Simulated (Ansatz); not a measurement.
# BFH6N2: the cost of one run

All numbers below are computed with Ansatz 0.2.0 (RHF/def2-SVP).

### 1 Starting point

Bond lengths: B1–F2 1.670 Å, B1–H3 1.190 Å, B1–N4 1.550 Å, N4–H5 1.060 Å, N4–H6 1.060 Å, B1–N7 1.850 Å, N7–H8 1.060 Å, N7–H9 1.060 Å, N7–H10 1.170 Å. Angles (14 of 15 angles, heavy atoms first): F2–B1–N4 120.0°, F2–B1–N7 71.6°, N4–B1–N7 92.8°, F2–B1–H3 120.0°, H3–B1–N4 120.0°, H3–B1–N7 105.4°, B1–N4–H5 120.0°, B1–N4–H6 120.0°, B1–N7–H8 120.0°, B1–N7–H9 120.0°, B1–N7–H10 72.7°, H5–N4–H6 120.0°, H8–N7–H9 120.0°, H8–N7–H10 116.2°.

Structure file:

```xyz
10

B     0.0000    0.0000    0.0000
F     0.0000    0.0000    1.6700
H     1.0305    0.0000   -0.5950
N    -1.3423    0.0000   -0.7750
H    -2.0112   -0.8164   -0.6764
H    -1.5914    0.8164   -1.4036
N    -0.2314    1.7403    0.5833
H    -1.1621    2.2275    0.4417
H     0.5667    2.2503    1.0593
H    -0.1415    1.0645    1.5337
```

### 2 A restrained relaxation towards end A

Springs on the bonds that form and break draw the guess towards this end; the thresholds are loose.

Contents of input.yaml:

```yaml
crystal:
  periodic: [false, false, false]
  atoms:
    - { symbol: B, position_ang: [0.0, 0.0, 0.0] }
    - { symbol: F, position_ang: [0.0, 0.0, 1.67] }
    - { symbol: H, position_ang: [1.0305, 0.0, -0.595] }
    - { symbol: "N", position_ang: [-1.3423, 0.0, -0.775] }
    - { symbol: H, position_ang: [-2.0112, -0.8164, -0.6764] }
    - { symbol: H, position_ang: [-1.5914, 0.8164, -1.4036] }
    - { symbol: "N", position_ang: [-0.2314, 1.7403, 0.5833] }
    - { symbol: H, position_ang: [-1.1621, 2.2275, 0.4417] }
    - { symbol: H, position_ang: [0.5667, 2.2503, 1.0593] }
    - { symbol: H, position_ang: [-0.1415, 1.0645, 1.5337] }
basis:
  gaussian: { orbitals: def2-SVP }
hamiltonian:
  xc: hf
relax:
  f_tol: 0.15
  max_steps: 25
  restrain:
    - { distance: [0, 6], at: 2.75, k: 30.0 }
    - { distance: [9, 1], at: 2.12, k: 30.0 }
    - { distance: [0, 1], at: 1.32, k: 30.0 }
    - { distance: [9, 6], at: 1.06, k: 30.0 }
```

Started as:

```
ansatz run input.yaml --threads 1 --pin off --max-ram 2048MiB --backend cpu --events-out ev --progress --plain --runs-dir out
```

What time and memory should one allow on 1 thread of Arm Neoverse V1, shared host?

About 25 s, with a peak of 0.15 GiB.
